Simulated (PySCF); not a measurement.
**[Tl(HCN)]3+: other functionals and bases at one geometry**

An exercise on one series of results from a longer session: the logs are not shown, and one member is left open.

Computed with PySCF 2.14.0. Level: several levels, as the steps say, no spin–orbit coupling.

1 further run of the same task is left out (for a known fault of the program).

## Where the work starts

4 atoms, charge 3, spin multiplicity 1.

Bond lengths: Tl1–N2 2.054 Å, N2–C3 1.163 Å, C3–H4 1.136 Å. Angles: Tl1–N2–C3 180.0°, N2–C3–H4 180.0°.

Geometry (Å):

```xyz
4
CHNTl
Tl    0.0000    0.0000   -0.1769
N     0.0000    0.0000    1.8767
C     0.0000    0.0000    3.0395
H     0.0000    0.0000    4.1754
```

Formal oxidation states: Tl +3. An earlier session relaxed this geometry at PBE0, Tl def2-SVP with ECP60, N def2-SVP, C def2-SVP, H def2-SVP (singlet, point group C∞v).

At PBE0 on the finer grid: E = -264.050612 Eh, HOMO -29.61 eV, LUMO -26.82 eV, Mulliken charge on Tl1 +2.21 e, largest force component 0.007 eV/Å. 

Levels to run: wB97X; CAM-B3LYP; PBE0, TZVP. Hardware: 2 threads of Intel Xeon at 2.50GHz (Skylake/Cascade Lake), shared host.

Set-up of the first run:

Contents of run.py (the lines that set the calculation):

```python
mol = gto.M(atom='''
Tl     0.00000     0.00000    -0.17691
N      0.00000     0.00000     1.87669
C      0.00000     0.00000     3.03947
H      0.00000     0.00000     4.17545''',
    basis={'Tl': 'def2-SVP', 'N': 'def2-SVP', 'C': 'def2-SVP', 'H': 'def2-SVP'},
    ecp={'Tl': 'def2-SVP'},
    charge=3, spin=0)
mf = dft.RKS(mol, xc='WB97X')
mf.grids.atom_grid = (75, 302)
mf = mf.density_fit()  # fitting sets: Tl def2-universal-JKFIT, N def2-universal-JKFIT, C def2-universal-JKFIT, H def2-universal-JKFIT
mf.conv_tol = 1e-08; mf.max_cycle = 55
mf.kernel(dm0)  # dm0: the density of the relaxed state
```

Launch:

```console
$ OMP_NUM_THREADS=2 python run.py
```

Steps of the session up to this table: wB97X; CAM-B3LYP; PBE0, TZVP.

One table of the session follows, with a row left open; its other results are not shown here.

| level | HOMO (eV) | gap (eV) | charge on Tl1 (e) | dipole (D) | largest force component (eV/Å) |
| --- | --- | --- | --- | --- | --- |
| PBE0 (relaxed here) | -29.61 | 2.79 | 2.21 | 8.99 | 0.01 |
| wB97X | ? | ? | ? | ? | ? |
| CAM-B3LYP | -31.02 | 5.23 | 2.20 | 8.90 | 0.31 |
| PBE0, TZVP | -29.55 | 2.82 | 2.11 | 9.25 | 0.79 |

**Question.** Estimate the row for wB97X.

The run gave: HOMO (eV): -31.94; gap (eV): 7.65; charge on Tl1 (e): 2.23; dipole (D): 8.58; largest force component (eV/Å): 0.17. In the column «HOMO (eV)» it is the lowest.

The dipole of a charged species depends on the origin, so these sizes hold for this origin alone.

In one basis the HOMO–LUMO gap runs from 2.79 eV (PBE0) to 7.65 eV (wB97X). The largest leftover force, 0.79 eV/Å with PBE0, TZVP, stands at a geometry relaxed at another level. Total energies of different levels can't be compared.
